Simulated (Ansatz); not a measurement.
# F₂H₃NOSi: one species, many methods

Aim: compute F₂H₃NOSi with functionals from several rungs and with coupled cluster, and see how far each lands from CCSD(T) at the basis-set limit for the atomisation energy.

Program: Ansatz 0.2.0, Gaussian basis. Level of theory: functionals in def2-TZVPP, the program's frozen cores in correlated methods. These are calculated values, not measurements.

Levels to be run: LDA (SPW92), PBE-D4, revPBE-D4, BLYP-D4, r2SCAN-D4, B97M-V, PBE0-D4, B3LYP-D4, r2SCANh-D4, r2SCAN0-D4, HSE06-D4, BHLYP-D4, CAM-B3LYP-D4, LC-ωPBE, ωB97X-V, ωB97M-V, B2PLYP, PBE-QIDH; CCSD(T)/def2-SVP; CCSD(T)/def2-TZVPP; MP2/def2-QZVPP; extrapolation to the limit; RPA on PBE.

## 1. The relaxed structure

The geometry comes from an earlier relaxation with PBE0-D4 in a triple-zeta def2 set; it is a stationary point, not always the lowest conformer.

SMILES `N[Si](O)(F)F`, 8 atoms, charge 0, spin multiplicity 1.

Atoms are counted from 1 here; the program's logs count them from 0.

Bond lengths: N1–Si2 1.686 Å, N1–H6 1.006 Å, N1–H7 1.006 Å, Si2–O3 1.619 Å, Si2–F4 1.581 Å, Si2–F5 1.584 Å, O3–H8 0.958 Å. Angles: Si2–N1–H6 121.2°, Si2–N1–H7 120.5°, H6–N1–H7 111.9°, N1–Si2–O3 112.4°, N1–Si2–F4 115.5°, N1–Si2–F5 106.2°, O3–Si2–F4 104.1°, O3–Si2–F5 112.9°, F4–Si2–F5 105.9°, Si2–O3–H8 117.2°.

## 2. LDA

This LDA is Slater exchange with PW92 correlation.

in.yaml reads:

```yaml
crystal:
  periodic: [false, false, false]
  atoms:
    - {symbol: N, position_ang: [-0.442338, 1.046823, 0.335441]}
    - {symbol: Si, position_ang: [0.149747, -0.326185, -0.442813]}
    - {symbol: O, position_ang: [0.387314, -1.558925, 0.578905]}
    - {symbol: F, position_ang: [-0.787632, -0.930366, -1.563318]}
    - {symbol: F, position_ang: [1.475467, 0.124103, -1.183053]}
    - {symbol: H, position_ang: [-1.266006, 1.005442, 0.911870]}
    - {symbol: H, position_ang: [-0.311688, 1.959356, -0.068315]}
    - {symbol: H, position_ang: [0.887338, -1.377247, 1.375484]}
basis:
  gaussian: {orbitals: def2-TZVPP}
hamiltonian: {xc: lda}
output: {orbitals: {seedname: orbitals}}
```

After this run come: PBE-D4 (GGA); revPBE-D4 (GGA); BLYP-D4 (GGA); r2SCAN-D4 (meta-GGA); B97M-V (meta-GGA); PBE0-D4 (hybrid); B3LYP-D4 (hybrid); r2SCANh-D4 (hybrid); r2SCAN0-D4 (hybrid); HSE06-D4 (hybrid); BHLYP-D4 (hybrid); CAM-B3LYP-D4 (range-separated); LC-ωPBE-D4 (range-separated); ωB97X-V (range-separated); ωB97M-V (range-separated); B2PLYP (double hybrid); PBE-QIDH (double hybrid); CCSD(T) in def2-SVP; CCSD(T) in def2-TZVPP; MP2 in def2-QZVPP; RPA on PBE orbitals.

**Question.** What will the summary of the whole plan be? Wanted: atomisation energy, CCSD(T)/CBS; farthest beyond LDA; mean size of error, GGA; mean size of error, meta-GGA; mean size of error, hybrid; mean size of error, range-separated; mean size of error, double hybrid; gap, smallest and largest; T1 diagnostic.

The runs gave:

```
                               quantity                                  value
        atomisation energy, CCSD(T)/CBS                         796.7 kcal/mol
functionals within 4.0 kcal/mol (0.5 %)          PBE-D4, CAM-B3LYP-D4, ωB97M-V
                    farthest beyond LDA              BHLYP-D4 (-39.7 kcal/mol)
                mean size of error, GGA                          10.5 kcal/mol
           mean size of error, meta-GGA                           7.5 kcal/mol
             mean size of error, hybrid                          20.8 kcal/mol
    mean size of error, range-separated                           4.4 kcal/mol
      mean size of error, double hybrid                          15.7 kcal/mol
              gap, smallest and largest  6.18 eV (BLYP-D4), 13.89 eV (LC-ωPBE)
                          T1 diagnostic                                 0.0108
triples share of the correlation energy                                  3.0 %
```

**Reading.** The LDA atomisation energy is off by 113.6 kcal/mol (14 %): it overbinds. PBE-D4 is off by +3.8 kcal/mol. Double hybrids carry the basis error of their MP2 part in triple zeta, and no dispersion term here, so their miss is partly the set-up's. By mean error the best rung here is range-separated (4.4 kcal/mol) and the worst beyond LDA is hybrid (20.8 kcal/mol). The mean of the hybrids holds BHLYP, with half exact exchange. The reference freezes the cores and leaves out relativity and excitations past (T), so misses under about 4.0 kcal/mol can't be ranked. Hartree-Fock recovers 70 % of the binding; the rest is correlation. CCSD(T) in def2-SVP is off by -79.8 kcal/mol, so the small basis spoils what the method gains. Orbital gaps span 6.2 to 13.9 eV; exact exchange widens them.
